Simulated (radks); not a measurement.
**Ionisation of Mg⁺: one atom, several choices of exchange strength α**

An exercise on one series of results from a longer session: the logs are not shown, and one member is left open.

Method: scalar-relativistic Kohn-Sham, spin-polarised, spherical densities, finite nucleus; open shells are filled with parallel spins first. Code: radks (a radial shooting solver on a logarithmic mesh, Libxc functionals) version 1.

## Starting point

* element: magnesium (Z = 12)
* charge: +1
* electrons: 11
* configuration: [Ne] 3s1
* ion: Mg²⁺, [Ne]
* choices: α = 0.558; α = 0.667; α = 0.739; α = 0.85; α = 0.915; α = 0.993; α = 1.005

Outer shells as boxes (Hund's rule):

Mg⁺
```
[Ne] core
3s [↑ ]
```

Mg²⁺
```
[He] core
2s [↑↓]
2p [↑↓][↑↓][↑↓]
```

Set-up of the first run:

Settings of this run:

```text
Z 12
configuration [Ne] 3s1
relativity scalar-relativistic
functional xalpha 0.558
spin polarised
nucleus finite rms 3.057 fm
c 137.035999084
```

Steps of the session up to this table: α = 0.558: Mg⁺.

One of the session's tables, all rows but one given; the rest of the session is left out.

It belongs to the step «α = 0.558: Mg⁺». From the orbitals of this run (lengths in bohr):

| level | <r> | outermost maximum (interpolated) | 90 % within | nodes |
| --- | --- | --- | --- | --- |
| 1s up | 0.1316 | 0.0856 | 0.235 | 0 |
| 1s down | 0.1316 | 0.0857 | 0.235 | 0 |
| 2s up | 0.7087 | 0.552 | 1.13 | 1 |
| 2s down | 0.7073 | 0.552 | 1.13 | 1 |
| 2p up | ? | ? | ? | ? |
| 2p down | 0.7000 | 0.481 | 1.20 | 0 |
| 3s up | 2.876 | 2.42 | 4.35 | 2 |
| 3s down | 2.932 | 2.35 | 4.54 | 2 |

Q: Estimate the row for 2p up from the others.

As computed: <r>: 0.7038; outermost maximum (interpolated): 0.481; 90 % within: 1.21; nodes: 0. In the column «<r>» it lies between 2p down (0.7000) and 2s down (0.7073).
